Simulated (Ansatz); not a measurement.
## C3H4Se, SMILES C1=C[Se]C1: energies of removing a hydrogen

Program: the Python package of Ansatz (0.2.0).

The script, `c3h4se.py`:
```python
import ansatz as az
from ase import Atoms


def energy(molecule, charge=0, unpaired=0):
    calc = (
        molecule.calculation()
        .basis(gaussian="def2-TZVP")
        .functional("b3lyp", dispersion="d3bj")
    )
    if charge:
        calc = calc.charge(charge)
    if unpaired:
        calc = calc.spin("collinear", total=unpaired)
    report = calc.run(threads=1, pin="off").report
    if report["published_state_doubts"]:
        print("  doubts:", report["published_state_doubts"])
    return report["free_energy_ev"]

def without(molecule, index):
    rest = az.Crystal.molecule()
    for i, site in enumerate(molecule.cartesian_sites):
        if i != index:
            rest = rest.atom(site.symbol, site.position_ang)
    return rest

atoms = Atoms(["C", "C", "Se", "C", "H", "H", "H", "H"], positions=[
    (-0.4439, 0.5573, -0.0368),
    (0.7528, 0.7934, 0.523),
    (1.3654, -1.0257, 0.3062),
    (-0.2146, -0.8352, -0.342),
    (-1.3275, 1.2612, -0.2439),
    (1.2314, 1.6891, 0.9482),
    (-0.9872, -1.47, 0.2266),
    (-0.2842, -1.0272, -1.4371),
])
molecule = az.Crystal.molecule_from_ase(atoms)

whole = energy(molecule, 0)
hydrogen = energy(az.Crystal.molecule().atom("H", (0, 0, 0)), 0, 1)
print(f"E(molecule) = {whole:.5f} eV, E(H) = {hydrogen:.5f} eV")
for index in [4, 5, 7]:
    radical = energy(without(molecule, index), 0, 1)
    print(f"H{index}: homolysis {96.485332 * (radical + hydrogen - whole):.1f} kJ/mol")
```

```console
$ python c3h4se.py
E(molecule) = -68525.64043 eV, E(H) = -13.66431 eV
H4: homolysis 492.1 kJ/mol
H5: homolysis 485.8 kJ/mol
H7: homolysis 421.2 kJ/mol
```

Reading the output:
- Total energies depend on the basis set; only differences at equal settings carry meaning.
- The geometry is a force-field or estimated start, not a minimum of this method, and the basis set is short of its limit. All parts are taken at fixed geometry, without zero-point energy.
- b3lyp holds the VWN-RPA fit, as in Gaussian; the form of ORCA and Turbomole is b3lyp5.
- The spin-orbit lowering of heavy atoms is left out.
- Run time: 18 s on 1 thread of AMD EPYC 9R45 96-Core Processor (Zen 5), with other jobs on the host, peak memory 0.5 GiB.
